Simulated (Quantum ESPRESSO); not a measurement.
# WS2 in Quantum ESPRESSO: the effect of functional

The system is WS2.

```
W S
1.0
     3.18000    0.00000    0.00000
    -1.59000    2.75396    0.00000
     0.00000    0.00000   12.50000
W S
2 4
Direct
  0.33333 0.66667 0.25000
  0.66667 0.33333 0.75000
  0.33333 0.66667 0.62000
  0.66667 0.33333 0.12000
  0.33333 0.66667 0.88000
  0.66667 0.33333 0.38000
```

Alike in all runs:

| Item | Value |
| --- | --- |
| Program | Quantum ESPRESSO 7.5 |
| Task | single point |
| Potentials or basis | PseudoDojo 0.4.1 SR PBE standard |
| Cutoff | 1007 eV |
| Density cutoff | 4027 eV |
| k mesh | 7 × 7 × 2 |
| Occupations | gaussian, width 0.05 eV |
| Spin | collinear spin, ferromagnetic start |
| Starting moments | [2.0, 2.0, 0.0, 0.0, 0.0, 0.0] μB |
| Hubbard terms | W d U = 3 eV |

Q: One run gave: gap on the mesh 1.10 eV; pressure -10.0 GPa; largest force 1.31 eV/Å. Which functional did it use?
A. LDA
B. PW91
C. PBEsol
D. revPBE
E. RPBE

A: A.

| functional | gap on the mesh (eV) | pressure (GPa) | largest force (eV/Å) |
| --- | --- | --- | --- |
| LDA | 1.10 | -10.0 | 1.31 |
| PBEsol | 1.13 | -8.0 | 1.24 |
| revPBE | 1.20 | -1.8 | 1.03 |
| RPBE | 1.21 | -1.1 | 1.02 |
| PW91 | 1.16 | -3.1 | 1.01 |

Caveats: the potentials were made for another functional, which shifts forces and pressure; spin-orbit coupling is left out, which moves the levels of the heavy elements; an odd mesh through Γ misses points on the zone boundary, where band edges often lie; this functional lacks dispersion, which binds the layers, so the pressure and a relaxed spacing across them are unreliable (some runs).

Runs at the PBE level aren't shown here.
